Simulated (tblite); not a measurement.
# C5H9OS: the cost of one run

The runs use tblite 0.8.0 and PySCF 2.14.0, with density-fitted response routines of our own; the level of theory stands in each step. All values are computed, except where a source is named. Atoms count from 0, in the outputs and in this text.

**1. The starting structure**

16 atoms, charge 0, multiplicity 2; geometry from: force field or distance geometry start.

Bonds of the start (Å): C0–C1 1.52, C1–O2 1.24, C1–C3 1.51, C3–C4 1.54, C4–C5 1.53, C5–S6 1.83, C0–H7 1.10, C0–H8 1.09, C0–H9 1.08, C3–H10 1.10, C3–H11 1.08, C4–H12 1.10, C4–H13 1.10, C5–H14 1.10, C5–H15 1.10.

**2. Optimising the geometry with GFN2-xTB**

The job: settings as JSON, then the geometry in Å.

```
{"job": {"kind": "relax", "xc": "GFN2-xTB", "basis": "xTB"}, "charge": 0, "multiplicity": 2}
C      2.003000     0.035800     0.449200
C      1.070000    -0.782200    -0.422100
O      1.238800    -2.011400    -0.512000
C     -0.042500    -0.063600    -1.149200
C     -1.390900    -0.175000    -0.420600
C     -1.473200     0.446000     0.971200
S     -1.196900     2.256500     0.921200
H      1.515300     0.294600     1.398000
H      2.291700     0.945300    -0.079000
H      2.897500    -0.535900     0.666200
H     -0.127900    -0.538900    -2.132500
H      0.249300     0.961900    -1.330700
H     -1.653500    -1.235200    -0.323400
H     -2.156100     0.266500    -1.077600
H     -0.770100    -0.063300     1.638700
H     -2.462400     0.207900     1.391200
```

The run is started by

```sh
OMP_NUM_THREADS=1 python probes_run.py task.json out
```

This one command runs all jobs of the session in turn.

**Question.** How long does this first job take on 1 thread of AMD EPYC 7B13, shared host?

About 1.1 s.
